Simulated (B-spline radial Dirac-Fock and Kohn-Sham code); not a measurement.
**Inner shells of Gd⁴⁶⁺**

Wanted for Gd⁴⁶⁺: its X-ray form factor and Compton profile and the binding energy of each subshell.

The numbers are computed with B-spline radial Dirac-Fock and Kohn-Sham code (version 2): a free atom or ion on a radial basis; each step names its model.

### Step 1. What is computed

Gadolinium as Gd⁴⁶⁺ in the configuration [Ne] 3s2 3p6.

```
nuclear charge     : 64
electrons          : 18
mass number        : 158
nuclear rms radius : 5.1569 fm
```

Outer shells as boxes (Hund's rule, for the drawing alone; heavy ions are jj-coupled, and the calculation averages over the configuration):

```
[Ne] core
3s [↑↓]
3p [↑↓][↑↓][↑↓]
```

### Step 2. Scattering by the electron cloud

Model: Dirac-Fock average of configuration, finite nucleus; form factor of the spherical density, Waller-Hartree incoherent function, impulse-approximation Compton profiles.

The run's settings:

```ini
task = scatter
Z = 64
charge = 46
configuration = 1s2 2s2 2p6 3s2 3p6
mass_number = 158
rms_radius = 5.1569  # fm
s = [0.0, 0.05, 0.1, 0.15, 0.2, 0.25, 0.3, 0.35, 0.4, 0.45, 0.5, 0.6, 0.7, 0.8, 0.9, 1.0, 1.1, 1.2, 1.4, 1.6, 1.8, 2.0, 2.5, 3.0, 3.5, 4.0, 5.0, 6.0]  # 1/A
pz = [0, 0.1, 0.2, 0.3, 0.4, 0.5, 0.6, 0.8, 1.0, 1.2, 1.4, 1.6, 1.8, 2.0, 2.5, 3.0, 4.0, 5.0, 7.0, 10.0, 15.0, 20.0, 30.0, 40.0, 60.0, 100.0]  # a.u.
photon_energy = [1000, 2000, 8047.8, 10000, 30000, 50000, 100000, 500000]  # eV
```

Results of the run (chosen fields of its result record, rounded):

```text
{
  "status": "converged",
  "form_factor [e]": [18.0, 17.99, 17.961, 17.913, 17.847, 17.761, 17.658, 17.536, 17.398, 17.244, 17.074, 16.691, 16.255, 15.776, 15.261, 14.719, 14.158, 13.586, 12.441, 11.338, 10.315, 9.3996, 7.6277, 6.4926, 5.7474, 5.1729, 4.1348, 3.181],
  "incoherent": [1.018e-11, 0.01068, 0.042632, 0.095593, 0.16913, 0.26265, 0.37541, 0.50651, 0.65496, 0.81963, 0.99931, 1.3986, 1.8421, 2.3188, 2.8183, 3.3306, 3.8472, 4.3607, 5.3563, 6.286, 7.1363, 7.9051, 9.5035, 10.729, 11.692, 12.487, 13.767, 14.73],
  "compton_total [1/a.u.]": [0.7312, 0.73113, 0.73091, 0.73056, 0.73007, 0.72944, 0.72866, 0.7267, 0.72417, 0.72108, 0.71745, 0.71326, 0.70853, 0.70325, 0.68778, 0.66915, 0.62353, 0.56924, 0.45034, 0.29863, 0.17198, 0.11647, 0.053566, 0.025652, 0.007778, 0.0013214],
  "shells": ["1s1/2", "2s1/2", "2p1/2", "2p3/2", "3s1/2", "3p1/2", "3p3/2"],
  "occupation": [2.0, 2.0, 2.0, 4.0, 2.0, 2.0, 4.0],
  "mean_momentum [a.u.]": [62.673, 22.671, 29.981, 27.552, 12.57, 14.861, 14.181],
  "r2 [bohr^2]": 0.52409,
  "r_inverse [1/bohr]": 325.25,
  "r1 [bohr]": 2.4903,
  "coherent [b]": [215.24, 214.34, 197.54, 188.87, 95.988, 54.453, 20.732, 1.2475],
  "incoherent_cross_section [b]": [0.0091882, 0.036417, 0.53088, 0.77973, 3.4687, 4.9524, 6.2091, 4.9396]
}
```

Form factor and incoherent function, every second point:

```csv
s (1/Å),f (e),f / N,S(s)
0,18.00,1.000,0
0.100,17.96,0.998,0.04263
0.200,17.85,0.991,0.1691
0.300,17.66,0.981,0.3754
0.400,17.40,0.967,0.6550
0.500,17.07,0.949,0.9993
0.700,16.26,0.903,1.842
0.900,15.26,0.848,2.818
1.10,14.16,0.787,3.847
1.40,12.44,0.691,5.356
1.80,10.32,0.573,7.136
2.50,7.628,0.424,9.503
3.50,5.747,0.319,11.69
5.00,4.135,0.230,13.77
```

### Step 3. Binding energies

Model: Dirac-Fock average of configuration, Delta-SCF, finite nucleus, first-order Breit with its frequency dependence, self-energy and vacuum polarisation.

Settings, as recorded:

```ini
task = binding
```

Results of the run (chosen fields of its result record, rounded):

```text
{
  "status": "converged",
  "shells": ["K", "L1", "L2", "L3", "M1", "M2", "M3"],
  "total_energy_parts [Ha]": [-9361.51486, 10.3152876, -1.0056302, -0.156553997, 8.11355713, -1.2696845],
  "koopmans [eV]": [53471.8, 11298.6, 10875.9, 10165.2, 4333.88, 4161.0, 3984.29],
  "dirac_coulomb [eV]": [53438.6, 11290.8, 10865.7, 10156.3, 4332.88, 4159.79, 3983.24],
  "gaunt [eV]": [-158.536, -16.7579, -27.2753, -19.0356, -3.85933, -6.51356, -4.55987],
  "retardation [eV]": [12.1149, 1.24643, 2.70531, 2.72636, 0.39995, 0.823441, 0.836992],
  "breit_frequency [eV]": [1.9965, -0.145087, -0.0304459, 0.825644, -0.04697, -0.0417251, 0.199893],
  "self_energy [eV]": [-87.9659, -12.1165, 0.308782, -0.710342, -3.15572, -0.00541688, -0.235667],
  "vacuum_polarisation [eV]": [14.3708, 1.83847, 0.0205897, -0.07659, 0.46146, 0.00845295, -0.0199043],
  "binding [eV]": [53220.6, 11264.9, 10841.5, 10140.1, 4326.68, 4154.06, 3979.46],
  "mean_radius [bohr]": [0.0219022, 0.0916676, 0.0766127, 0.0831616, 0.225815, 0.21419, 0.22431]
}
```

total_energy_parts: Dirac-Coulomb, Gaunt, retardation, frequency dependence, self-energy, vacuum polarisation. 

Each level as Koopmans' value plus corrections (eV):

```csv
level,-ε,relaxation,Breit,QED,binding
1s,53471.8,-33.14,-144.42,-73.60,53220.6
2s,11298.6,-7.78,-15.66,-10.28,11264.9
2p1/2,10875.9,-10.15,-24.60,0.33,10841.5
2p3/2,10165.2,-8.92,-15.48,-0.79,10140.1
3s,4333.9,-1.00,-3.51,-2.69,4326.7
3p1/2,4161.0,-1.21,-5.73,0.00,4154.1
3p3/2,3984.3,-1.05,-3.52,-0.26,3979.5
```

X-ray lines as differences of these levels:

```csv
line,energy (eV)
Kβ1 (K-M3),49241.1
Kβ3 (K-M2),49066.5
Kα1 (K-L3),43080.5
Kα2 (K-L2),42379.2
Lβ3 (L1-M3),7285.4
Lβ4 (L1-M2),7110.8
Lη (L2-M1),6514.8
Lℓ (L3-M1),5813.4
```

### Step 4. Results

| quantity | value |
| --- | --- |
| rms radius of the electron cloud | 0.171 bohr |
| form factor halves at | 2.1 1/Å |
| Compton profile at zero | 0.7312 1/a.u. |
| deepest level listed, K (1s) | 53220.6 eV |
| least bound, M3 (3p3/2) | 3979.5 eV |
| Kα1 | 43080.5 eV |
| ionisation energy, NIST (theoretical) | 3980.00 eV |

f falls from 18 to half of that at s = 2.1 1/Å. Incoherent scattering outweighs coherent from 500 keV on, among the energies asked. The K (1s) level lies 33.1 eV under Koopmans' value by relaxation alone; Breit gives -144.42 and QED -73.60 eV. NIST's ionisation energy differs by +0.54 eV from the least binding energy, within its stated uncertainty. The Hartree-Fock and Dirac-Fock values hold no electron correlation.
